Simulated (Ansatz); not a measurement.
# GeNH (triplet): from Hartree-Fock to the top rungs at distance Ge1–N2 = 2.127 Å, cc-pVDZ

How much of the correlation energy of GeNH (triplet) does each wave-function method recover here?

Program: Ansatz 0.2.0, Gaussian basis. Level of theory: cc-pVDZ, core rule «outside noble gas», up to 15 orbitals frozen. These are calculated values, not measurements.

Plan: UHF; CCSD(T) on ROHF; CCSD(T) on UHF; BCCD(T) on ROHF; CISD as a restricted active space (open shells left free, so some higher excitations enter); CCSDT(Q) on ROHF; CCSDT(Q) on UHF; CCSDTQ on ROHF; CASSCF and MRCISD+Q, 4 electrons in 4 orbitals; CASSCF and NEVPT2, 4 electrons in 4 orbitals; CASSCF and MRCISD+Q, 10 electrons in 9 orbitals; CASSCF and NEVPT2, 10 electrons in 9 orbitals.

1 further run of the same task is left out (it didn't finish). Runs told in other sessions of the task aren't counted.

### 1 The geometry

The geometry derives from a PBE0/def2-TZVP stationary point (not a proven minimum). One bond is set to the value named and the two fragments are kept rigid. No spin-orbit coupling is included. The filled d shell of Ge may be among the frozen orbitals whatever the setting's name suggests.

3 atoms, charge 0, spin multiplicity 3.

Atoms are counted from 1 here; the program's logs count them from 0.

Bond lengths: Ge1–N2 2.127 Å, Ge1–H3 1.601 Å. Angles: N2–Ge1–H3 92.9°.

### 2 UHF

The input, in.yaml:

```yaml
crystal:
  periodic: [false, false, false]
  atoms:
    - {symbol: Ge, position_ang: [0.000000, -0.030487, 0.338091]}
    - {symbol: N, position_ang: [0.000000, 0.045501, -1.787551]}
    - {symbol: H, position_ang: [0.000000, 1.564806, 0.474995]}
basis:
  gaussian: {orbitals: cc-pVDZ}
magnetization: {spin_polarized: true, initial_magnetization: 2}
hamiltonian: {xc: hf}
output: {orbitals: {seedname: orbitals}}
```

Started as:

```sh
> ansatz run in.yaml --threads 1 --pin off --events-out ev --progress --plain --max-ram 4096MiB --backend cpu
```

Further steps of the session: CCSD(T) on ROHF; CCSD(T) on UHF; BCCD(T) on ROHF; CISD as a restricted active space (open shells left free, so some higher excitations enter); CCSDT(Q) on ROHF; CCSDT(Q) on UHF; CCSDTQ on ROHF; CASSCF and MRCISD+Q, 4 electrons in 4 orbitals; CASSCF and NEVPT2, 4 electrons in 4 orbitals; CASSCF and MRCISD+Q, 10 electrons in 9 orbitals; CASSCF and NEVPT2, 10 electrons in 9 orbitals.

Q: Predict the results of all the runs planned. Wanted: RCCSDTQ from the RHF energy; RMP2 from RCCSDTQ; UMP2 from RCCSDTQ; RCCSD from RCCSDTQ; RCCSD(T) from RCCSDTQ; UCCSD(T) from RCCSDTQ; RCCSDT(Q) from RCCSDTQ; UCCSDT(Q) from RCCSDTQ; NEVPT2 pair from RCCSDTQ.

**Answer**, as computed:

| quantity | value |
| --- | --- |
| RCCSDTQ from the ROHF energy | -6.1408 eV |
| RMP2 from RCCSDTQ | +1282.4 meV |
| UMP2 from RCCSDTQ | +1310.7 meV |
| RCCSD from RCCSDTQ | +217.3 meV |
| RCCSD(T) from RCCSDTQ | +54.9 meV |
| UCCSD(T) from RCCSDTQ | +55.6 meV |
| RCCSDT(Q) from RCCSDTQ | +1.2 meV |
| UCCSDT(Q) from RCCSDTQ | -1.2 meV |
| NEVPT2 pair from RCCSDTQ | +1139.3 meV |
| MRCISD+Q pair from RCCSDTQ | +24.2 meV |
| NEVPT2 valence from RCCSDTQ | +903.5 meV |
| levels within 1 kcal/mol (43 meV) | RCCSDT, UCCSDT, RCCSDT(Q), UCCSDT(Q), MRCISD+Q pair, MRCISD+Q valence |
| T1 diagnostic | 0.033 |
| effectively unpaired electrons | 2.08 |

What this shows: RCCSD(T) lands +54.9 meV from the yardstick (0.9 % of the correlation energy). One determinant dominates. Of the multireference levels listed MRCISD+Q valence comes nearest in total energy (+21.4 meV), which doesn't show that its space is the better one. Coupled cluster took another determinant than the lowest Hartree-Fock one. These misses are within one basis, not against nature; the frozen cores of restricted and unrestricted runs differ, which can shift their rows.

With open shells the CI space here admits some higher excitations, so it is larger than plain CISD.
